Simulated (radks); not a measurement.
# Taking charge from the 5d level of Pb⁺ in fractions

One table from this session's results is given with a row withheld; the runs are named, their logs left out.

Program: radks (a radial shooting solver on a logarithmic mesh, Libxc functionals) version 1. Level of theory: scalar-relativistic Kohn-Sham, PBE, spin-polarised, spherical densities, finite nucleus; open shells are filled with parallel spins first. These are calculated values, not measurements, unless marked.

## The atom as given

```
element            : lead (Z = 82)
charge             : +1
electrons          : 81
configuration      : [Xe] 4f14 5d(up 5, down 5) 6s2 6p1
nuclear rms radius : 5.5012 fm
```

A shell typed twice in an input gives spin up, then spin down.

The first run:

The run's settings:

```text
Z 82
configuration [Xe] 4f14 5d5 5d5 6s2 6p1
relativity scalar-relativistic
functional pbe,pbe
spin polarised
nucleus finite rms 5.5012 fm
c 137.035999084
```

Steps of the session up to this table: Start: [Xe] 4f14 5d(up 5, down 5) 6s2 6p1.

One table of the session follows, with a row left open; its other results are not shown here.

It belongs to the step «Start: [Xe] 4f14 5d(up 5, down 5) 6s2 6p1». Sizes of the orbitals, from the radial functions (bohr):

```
  level     <r>  outermost maximum (interpolated)  90 % within  nodes
  5p up  0.9772                             0.882         1.41      3
5p down  0.9769                             0.882         1.41      3
  5d up   1.303                              1.07         1.98      2
5d down   1.297                              1.07         1.96      2
  6s up       ?                                 ?            ?      ?
6s down   2.239                              1.94         3.27      5
  6p up   3.004                              2.52         4.46      4
6p down   3.004                              2.51         4.47      4
```

**Question.** Estimate the row for 6s up.

**Answer.** <r>: 2.252; outermost maximum (interpolated): 1.95; 90 % within: 3.28; nodes: 5. In the column «<r>» it lies between 6s down (2.239) and 6p up (3.004).
